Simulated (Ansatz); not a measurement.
# CH₆BPSi: geometry and vibrations

What shape does CH₆BPSi take? The plan is to relax it, then compute its harmonic vibrations to see whether it is a minimum and to get the zero-point energy and entropy, and look at its orbitals and charge.

The runs use Ansatz 0.2.0, Gaussian basis; RKS PBE0-D4/def2-TZVP.

The runs, in order: relaxation at PBE-D4/def2-SVP; relaxation at PBE0-D4/def2-TZVP; harmonic vibrations at the same level; a single point in def2-TZVPP for the fields.

## Step 1: The starting structure

SMILES `C[SiH]1BP1`, 10 atoms, charge 0, spin multiplicity 1.

Atoms are counted from 1 here; the program's logs count them from 0.

Bond lengths: C1–Si2 1.806 Å, C1–H5 1.138 Å, C1–H6 1.158 Å, C1–H7 1.136 Å, Si2–B3 1.988 Å, Si2–P4 2.128 Å, Si2–H8 1.433 Å, B3–P4 2.048 Å, B3–H9 1.242 Å, P4–H10 1.432 Å. Angles: Si2–C1–H5 112.6°, Si2–C1–H6 111.5°, Si2–C1–H7 112.7°, H5–C1–H6 105.9°, H5–C1–H7 108.2°, H6–C1–H7 105.6°, C1–Si2–B3 112.2°, C1–Si2–P4 113.2°, C1–Si2–H8 123.1°, B3–Si2–P4 59.6°, B3–Si2–H8 114.5°, P4–Si2–H8 117.5°, Si2–B3–P4 63.6°, Si2–B3–H9 151.1°, P4–B3–H9 145.2°, Si2–P4–B3 56.8°, Si2–P4–H10 93.1°, B3–P4–H10 90.8°.

The start is a force-field geometry with small random shifts, so a cheaper pass at PBE-D4/def2-SVP comes first.

## Step 2: Optimising with PBE-D4/def2-SVP (cheap first pass)

The input, in.yaml:

```yaml
crystal:
  periodic: [false, false, false]
  atoms:
    - {symbol: C, position_ang: [-1.028400, 0.540500, -0.786400]}
    - {symbol: Si, position_ang: [-0.214000, -0.834400, 0.056100]}
    - {symbol: B, position_ang: [0.961300, -0.219200, 1.537200]}
    - {symbol: P, position_ang: [1.900600, -0.826800, -0.178600]}
    - {symbol: H, position_ang: [-1.288900, 0.297500, -1.867400]}
    - {symbol: H, position_ang: [-2.029500, 0.819200, -0.274500]}
    - {symbol: H, position_ang: [-0.406400, 1.490900, -0.776800]}
    - {symbol: H, position_ang: [-0.849500, -2.097200, 0.288800]}
    - {symbol: H, position_ang: [1.119600, 0.260000, 2.672400]}
    - {symbol: H, position_ang: [1.918400, 0.518400, -0.667800]}
basis:
  gaussian: {orbitals: def2-SVP}
hamiltonian: {xc: pbe, dispersion: d4}
relax: {f_tol: 0.03, max_steps: 200}
```

Command:

```console
ansatz run in.yaml --threads 2 --pin off --events-out ev --progress --plain --max-ram 4352MiB
```

Output, cut to the lines that bear on the results:

```text
Functional definition: PBE
  name "PBE"
  cite "Perdew, Burke & Ernzerhof, Phys. Rev. Lett. 77, 3865 (1996) doi:10.1103/PhysRevLett.77.3865"
  parent pbe
[...]
1063 factors; their error is unknown
[...]
mean field -18957.55221624 eV, -696.6771940564 hartree, gradient 1.5e-5 eV, S^2 0.000000; 0 other end points of the search recorded, 0 dependent functions left out
[...]
reference -18957.55225099 eV, -696.6771953336 hartree; 23, 23 occupied and 71, 71 virtual orbitals, 1063 factors
relax step   1: F+E_penalty+E_count = -18957.79125637 eV  Δ(F+E_penalty+E_count) = +0.000e0 eV  max|allowed force component| = 2.368e0 eV/Å  Δτ_max = 0.0000 Å  (29 SCF iters, accepted)
[...]
relax step   4: F+E_penalty+E_count = -18958.51198958 eV  Δ(F+E_penalty+E_count) = -4.776e-2 eV  max|allowed force component| = 3.659e-1 eV/Å  Δτ_max = 0.2000 Å  (28 SCF iters, accepted)
[...]
relax step   7: F+E_penalty+E_count = -18958.60090171 eV  Δ(F+E_penalty+E_count) = -1.748e-2 eV  max|allowed force component| = 4.319e-1 eV/Å  Δτ_max = 0.1954 Å  (30 SCF iters, accepted)
[...]
relax step  10: F+E_penalty+E_count = -18958.62342519 eV  Δ(F+E_penalty+E_count) = -4.150e-3 eV  max|allowed force component| = 7.022e-2 eV/Å  Δτ_max = 0.0705 Å  (30 SCF iters, accepted)
[...]
relax step  12: F+E_penalty+E_count = -18958.62554476 eV  Δ(F+E_penalty+E_count) = -1.459e-3 eV  max|allowed force component| = 4.838e-2 eV/Å  Δτ_max = 0.0194 Å  (31 SCF iters, accepted)
[...]
relax step  13: F+E_penalty+E_count = -18958.62589329 eV  Δ(F+E_penalty+E_count) = -3.485e-4 eV  max|allowed force component| = 1.346e-2 eV/Å  Δτ_max = 0.0173 Å  (30 SCF iters, accepted)
1063 factors; their error is unknown
mean field -18958.40248620 eV, -696.7084409011 hartree, gradient 2.3e-5 eV, S^2 0.000000; 1 other end points of the search recorded, 0 dependent functions left out
[...]
reference -18958.40252258 eV, -696.7084422379 hartree; 23, 23 occupied and 71, 71 virtual orbitals, 1063 factors
Total energy: -18958.62592967 eV, -696.7166522970 hartree
Atom 0 at    -1.347032     0.615095    -0.768196 Å, force    -0.002284     0.012632    -0.011062 eV/Å
Atom 1 at    -0.328668    -0.665928     0.172094 Å, force     0.009984    -0.013460     0.006625 eV/Å
Atom 2 at     1.050848    -0.209089     1.468119 Å, force    -0.004633     0.008137    -0.000106 eV/Å
Atom 3 at     1.982599    -1.020819     0.073191 Å, force    -0.008403     0.003242    -0.011568 eV/Å
Atom 4 at    -1.362474     0.387376    -1.853515 Å, force     0.001791     0.004253     0.011185 eV/Å
Atom 5 at    -2.394462     0.605091    -0.399779 Å, force     0.008811    -0.002851    -0.003743 eV/Å
Atom 6 at    -0.935165     1.632527    -0.620644 Å, force    -0.004583    -0.006088    -0.002221 eV/Å
Atom 7 at    -0.789763    -2.066081    -0.112310 Å, force    -0.005099    -0.003457     0.005802 eV/Å
Atom 8 at     1.302694     0.633182     2.298395 Å, force    -0.001538    -0.003107     0.005049 eV/Å
Atom 9 at     2.904621     0.037545    -0.254355 Å, force     0.005954     0.000698     0.000038 eV/Å
Dipole moment:    -0.257479     0.237889    -0.193007 e Å
```

Run time: 24 s. Hardware: 2 threads of Arm Neoverse V1, shared host.

Relaxation path: (the energy doesn't fall at every step)

```
step  energy from step 1 (eV)  largest force component (eV/Å)
   1                   0.0000                          2.3677
   2                  -0.5636                          0.8201
   3                  -0.6730                          0.1901
   4                  -0.7207                          0.3659
   5                  -0.7647                          0.4059
   6                  -0.7922                          0.6205
   7                  -0.8096                          0.4319
   8                  -0.7397                          1.3536
   9                  -0.8280                          0.1124
  10                  -0.8322                          0.0702
  11                  -0.8328                          0.1300
  12                  -0.8343                          0.0484
  13                  -0.8346                          0.0135
```

Close pairs (by a distance rule), those that changed most:

```
  bond  before (Å)  after (Å)  change (Å)
Si2–P4       2.128      2.340      +0.213
 B3–P4       2.048      1.864      -0.185
C1–Si2       1.806      1.887      +0.081
Si2–H8       1.433      1.501      +0.069
 C1–H6       1.158      1.110      -0.048
Si2–B3       1.988      1.947      -0.041
 B3–H9       1.242      1.209      -0.033
 C1–H5       1.138      1.109      -0.029
```

## Step 3: Geometry optimisation, PBE0-D4/def2-TZVP

The input, in.yaml:

```yaml
crystal:
  periodic: [false, false, false]
  atoms:
    - {symbol: C, position_ang: [-1.347032, 0.615095, -0.768196]}
    - {symbol: Si, position_ang: [-0.328668, -0.665928, 0.172094]}
    - {symbol: B, position_ang: [1.050848, -0.209089, 1.468119]}
    - {symbol: P, position_ang: [1.982599, -1.020819, 0.073191]}
    - {symbol: H, position_ang: [-1.362474, 0.387376, -1.853515]}
    - {symbol: H, position_ang: [-2.394462, 0.605091, -0.399779]}
    - {symbol: H, position_ang: [-0.935165, 1.632527, -0.620644]}
    - {symbol: H, position_ang: [-0.789763, -2.066081, -0.112310]}
    - {symbol: H, position_ang: [1.302694, 0.633182, 2.298395]}
    - {symbol: H, position_ang: [2.904621, 0.037545, -0.254355]}
basis:
  gaussian: {orbitals: def2-TZVP}
hamiltonian: {xc: pbe0, dispersion: d4}
relax: {f_tol: 0.005, max_steps: 150}
```

Same command.

Output, cut to the lines that bear on the results:

```text
Functional definition: PBE0
  name "PBE0"
  cite "Adamo & Barone, J. Chem. Phys. 110, 6158 (1999) doi:10.1063/1.478522"
  cite "Perdew, Burke & Ernzerhof, Phys. Rev. Lett. 77, 3865 (1996) doi:10.1103/PhysRevLett.77.3865"
  parent pbe
[...]
1163 factors; their error is unknown
[...]
mean field -18968.26707478 eV, -697.0709578450 hartree, gradient 2.1e-5 eV, S^2 0.000000; 0 other end points of the search recorded, 0 dependent functions left out
[...]
reference -18968.26710921 eV, -697.0709591104 hartree; 23, 23 occupied and 149, 149 virtual orbitals, 1163 factors
relax step   1: F+E_penalty+E_count = -18968.45682138 eV  Δ(F+E_penalty+E_count) = +0.000e0 eV  max|allowed force component| = 5.420e-1 eV/Å  Δτ_max = 0.0000 Å  (29 SCF iters, accepted)
[...]
Atom 0 at    -1.318828     0.605756    -0.765329 Å, force    -0.000679     0.000358    -0.000045 eV/Å
Atom 1 at    -0.305547    -0.671058     0.145292 Å, force    -0.001112    -0.001239    -0.001574 eV/Å
Atom 2 at     1.029438    -0.196946     1.471360 Å, force     0.002690    -0.000538    -0.000632 eV/Å
Atom 3 at     1.952866    -0.979465     0.074368 Å, force    -0.000787     0.003652     0.003823 eV/Å
Atom 4 at    -1.341244     0.390872    -1.835961 Å, force    -0.000093    -0.000014     0.000710 eV/Å
Atom 5 at    -2.347717     0.596303    -0.395220 Å, force     0.000250    -0.000146     0.000205 eV/Å
Atom 6 at    -0.907477     1.605188    -0.616761 Å, force    -0.000249    -0.000169     0.000095 eV/Å
Atom 7 at    -0.802376    -2.050197    -0.078261 Å, force     0.001326     0.001241    -0.001085 eV/Å
Atom 8 at     1.266726     0.603806     2.315100 Å, force    -0.000005    -0.000307    -0.001481 eV/Å
Atom 9 at     2.857358     0.044639    -0.311586 Å, force    -0.001341    -0.002838    -0.000016 eV/Å
Dipole moment:    -0.251120     0.227364    -0.183406 e Å
```

It took 49 s on 2 threads of Arm Neoverse V1, shared host.

Step by step:

```csv
step,energy from step 1 (eV),largest force component (eV/Å)
1,0.0000,0.5420
2,-0.0369,0.1874
3,-0.0432,0.0359
4,-0.0424,0.0986
5,-0.0440,0.0151
6,-0.0435,0.0843
7,-0.0444,0.0365
8,-0.0445,0.0275
9,-0.0446,0.0127
10,-0.0446,0.0038
```

Close pairs (by a distance rule), those that changed most:

```csv
bond,before (Å),after (Å),change (Å)
Si2–P4,2.340,2.280,-0.060
B3–H9,1.209,1.187,-0.022
P4–H10,1.441,1.420,-0.022
C1–Si2,1.887,1.867,-0.020
Si2–H8,1.501,1.483,-0.018
C1–H6,1.110,1.093,-0.017
C1–H5,1.109,1.092,-0.017
C1–H7,1.108,1.091,-0.017
```

Mulliken charges of the relaxed molecule (report file):

```
atom  value (e)
  C1      -0.48
 Si2       0.10
  B3      -0.01
  P4      -0.20
  H5       0.15
  H6       0.15
  H7       0.15
  H8       0.01
  H9       0.05
 H10       0.09
```

## Step 4: Force constants and modes

The input, in.yaml:

```yaml
crystal:
  periodic: [false, false, false]
  atoms:
    - {symbol: C, position_ang: [-1.318828, 0.605756, -0.765329]}
    - {symbol: Si, position_ang: [-0.305547, -0.671058, 0.145292]}
    - {symbol: B, position_ang: [1.029438, -0.196946, 1.471360]}
    - {symbol: P, position_ang: [1.952866, -0.979465, 0.074368]}
    - {symbol: H, position_ang: [-1.341244, 0.390872, -1.835961]}
    - {symbol: H, position_ang: [-2.347717, 0.596303, -0.395220]}
    - {symbol: H, position_ang: [-0.907477, 1.605188, -0.616761]}
    - {symbol: H, position_ang: [-0.802376, -2.050197, -0.078261]}
    - {symbol: H, position_ang: [1.266726, 0.603806, 2.315100]}
    - {symbol: H, position_ang: [2.857358, 0.044639, -0.311586]}
basis:
  gaussian: {orbitals: def2-TZVP}
hamiltonian: {xc: pbe0, dispersion: d4}
phonons: {temperatures: {t_min: 298.15, t_max: 900, t_step: 200}}
```

The command is unchanged.

Output, cut to the lines that bear on the results:

```text
Functional definition: PBE0
  name "PBE0"
  cite "Adamo & Barone, J. Chem. Phys. 110, 6158 (1999) doi:10.1063/1.478522"
  cite "Perdew, Burke & Ernzerhof, Phys. Rev. Lett. 77, 3865 (1996) doi:10.1103/PhysRevLett.77.3865"
  parent pbe
[...]
1163 factors; their error is unknown
[...]
mean field -18968.30976176 eV, -697.0725265626 hartree, gradient 2.5e-5 eV, S^2 0.000000; 0 other end points of the search recorded, 0 dependent functions left out
[...]
reference -18968.30979614 eV, -697.0725278258 hartree; 23, 23 occupied and 149, 149 virtual orbitals, 1163 factors
[...]
1163 factors; their error is unknown
mean field -18968.30958644 eV, -697.0725201195 hartree, gradient 2.6e-6 eV, S^2 0.000000; 0 other end points of the search recorded, 0 dependent functions left out
[...]
reference -18968.30962081 eV, -697.0725213828 hartree; 23, 23 occupied and 149, 149 virtual orbitals, 1163 factors
[...]
Atom 2 at     1.029438    -0.196946     1.471360 Å, force     0.002696    -0.000550    -0.000681 eV/Å
Atom 3 at     1.952866    -0.979465     0.074368 Å, force    -0.000805     0.003648     0.003850 eV/Å
Atom 4 at    -1.341244     0.390872    -1.835961 Å, force    -0.000089    -0.000012     0.000704 eV/Å
Atom 5 at    -2.347717     0.596303    -0.395220 Å, force     0.000248    -0.000146     0.000208 eV/Å
Atom 6 at    -0.907477     1.605188    -0.616761 Å, force    -0.000250    -0.000169     0.000097 eV/Å
Atom 7 at    -0.802376    -2.050197    -0.078261 Å, force     0.001330     0.001243    -0.001080 eV/Å
Atom 8 at     1.266726     0.603806     2.315100 Å, force    -0.000010    -0.000302    -0.001472 eV/Å
Atom 9 at     2.857358     0.044639    -0.311586 Å, force    -0.001341    -0.002835    -0.000015 eV/Å
Dipole moment:    -0.251120     0.227364    -0.183405 e Å
Vibrations: 127.00 148.80 163.30 273.08 362.42 508.84 598.87 620.51 663.74 711.77 756.82 771.85 838.87 847.72 907.03 1269.55 1441.57 1446.32 2235.88 2394.12 2698.76 3052.04 3134.03 3151.89 cm⁻¹, zero-point energy 1.805505 eV
```

Run time: 3 min. Hardware: 2 threads of Arm Neoverse V1, shared host.

Motions are named by where the mode's potential energy lies. Wavenumbers, unscaled:

```csv
mode,cm⁻¹,motion
1,127,torsion
2,149,bend
3,163,bend
4,273,bend
5,362,bend with torsion
6,509,"mixed, led by bend"
7,599,bend
8,621,"mixed, led by bend"
9,664,bend
10,712,bend with Si–C stretch
11,757,bend with Si–C stretch
12,772,bend
13,839,bend with B–P stretch
14,848,bend
15,907,bend
16,1270,bend
17,1442,bend
18,1446,bend
19,2236,Si–H stretch
20,2394,P–H stretch
21,2699,B–H stretch
22,3052,C–H stretch
23,3134,C–H stretch
24,3152,C–H stretch
```

From these modes and the moments of inertia (298.15 K, 1 bar, symmetry number 1):

| term | value |
| --- | --- |
| zero-point energy | 41.6 kcal/mol |
| H(298) − E | 46.5 kcal/mol |
| entropy, translation | 164.7 J/(mol K) |
| entropy, rotation | 108.7 J/(mol K) |
| entropy, vibration | 58.8 J/(mol K) |
| entropy, total | 332.1 J/(mol K) |

## Step 5: Fields at the relaxed geometry

in.yaml, as its differences from that of step 4:

```diff
@@ -14,4 +14,4 @@
 basis:
-  gaussian: {orbitals: def2-TZVP}
+  gaussian: {orbitals: def2-TZVPP}
 hamiltonian: {xc: pbe0, dispersion: d4}
-phonons: {temperatures: {t_min: 298.15, t_max: 900, t_step: 200}}
+output: {orbitals: {seedname: orbitals}}
```

Launched as before.

Output:

```text
Functional definition: PBE0
  name "PBE0"
  cite "Adamo & Barone, J. Chem. Phys. 110, 6158 (1999) doi:10.1063/1.478522"
  cite "Perdew, Burke & Ernzerhof, Phys. Rev. Lett. 77, 3865 (1996) doi:10.1103/PhysRevLett.77.3865"
  parent pbe
  parameter a = 0.25
  parameter kappa = 0.804
  parameter beta = 0.06672455060314922
  exchange = (1 - a)*pbe_x(kappa = kappa, mu = beta*pi^2/3) + a*exact_x
  correlation = pbe_c(beta = beta)
1294 factors; their error is unknown
mean field evaluation 1: about -18961.0349 eV, gradient 5.4e1 eV
mean field evaluation 2: about -18956.4875 eV, gradient 6.4e1 eV
mean field evaluation 4: about -18968.2861 eV, gradient 4.6e0 eV
mean field evaluation 8: about -18968.3573 eV, gradient 3.3e-1 eV
mean field evaluation 16: about -18968.3574 eV, gradient 6.5e-5 eV
mean field -18968.35744077 eV, -697.0742787338 hartree, gradient 6.5e-5 eV, S^2 0.000000; 0 other end points of the search recorded, 0 dependent functions left out
reference -18968.35747549 eV, -697.0742800099 hartree; 23, 23 occupied and 207, 207 virtual orbitals, 1294 factors
Total energy: -18968.54912726 eV, -697.0813230823 hartree
```

Wall time 4.2 s (2 threads of Arm Neoverse V1, shared host).

The fields below are evaluated on a grid from the run's orbitals.

Frontier orbitals at PBE0-D4/def2-TZVPP, with the share of their density that lies nearest to each atom:

| orbital | energy (eV) | lies on |
| --- | --- | --- |
| HOMO-1 | -7.59 | P4 49 %; B3 20 %; Si2 10 % |
| HOMO | -6.70 | B3 32 %; P4 26 %; Si2 24 % |
| LUMO | -2.03 | B3 45 %; P4 19 %; Si2 10 % |

ELF in a plane through or near 4 of the atoms.

Ten even steps from '0' (0.00) to '9' (1.00):
```
0000000000000000000000000000
0000000000000000000000000000
0000000000000000000000000000
0000000121000000000000000000
0000026898610000000000000000
0000179999830000000000000000
0000289999941000000123200000
0000168999843210013688840000
0000035761157643336999972000
0000124528379645667999973000
0001357874585341465688730000
0002478875442471232122200000
0002477763112235621000000000
0001467652114999972000000000
0000145541015999997000000000
0000012220003999996000000000
0000000000001799962000000000
0000000000000133200000000000
0000000000000000000000000000
0000000000000000000000000000
```
The map spans 9.9 Å across and 9.1 Å up, centred on the molecule. Atoms in the plane (x, y in Å): Si2 (0.1, -0.6), B3 (-1.6, 0.4), H6 (2.4, 0.4), H8 (0.4, -1.9).

On the surface of density 0.002 e/bohr³ the electrostatic potential runs, from the 1st to the 99th percentile, from -0.57 V near P4 to 1.16 V near H6.

## Step 6: Outcome

| quantity | value |
| --- | --- |
| point group | C1 |
| steps | 13 + 10 |
| shift from the start (rms) | 0.483 Å |
| total energy | -18968.5014 eV |
| dispersion term | -192 meV |
| dipole moment | 1.85 D |
| lowest, highest wavenumber | 127, 3152 cm⁻¹ |
| zero-point energy | 41.6 kcal/mol |
| entropy at 298.15 K | 332.1 J/(mol K) |
| HOMO, LUMO | -6.70, -2.03 eV |

**Reading.** The atoms moved 0.48 Å (rms) from the start; the bond that changed most is B3–P4, from 2.048 to 1.848 Å. All wavenumbers are real, so the end point is a minimum. The stiffest mode, 3152 cm⁻¹, is a C–H stretch, and 3 modes under 200 cm⁻¹ make the vibrational entropy uncertain. Harmonic hybrid wavenumbers usually lie a few per cent above measured fundamentals. The largest Mulliken charge, -0.48 e, sits on C1. The HOMO lies mostly on B3 32 %; P4 26 % and the LUMO on B3 45 %; P4 19 %.
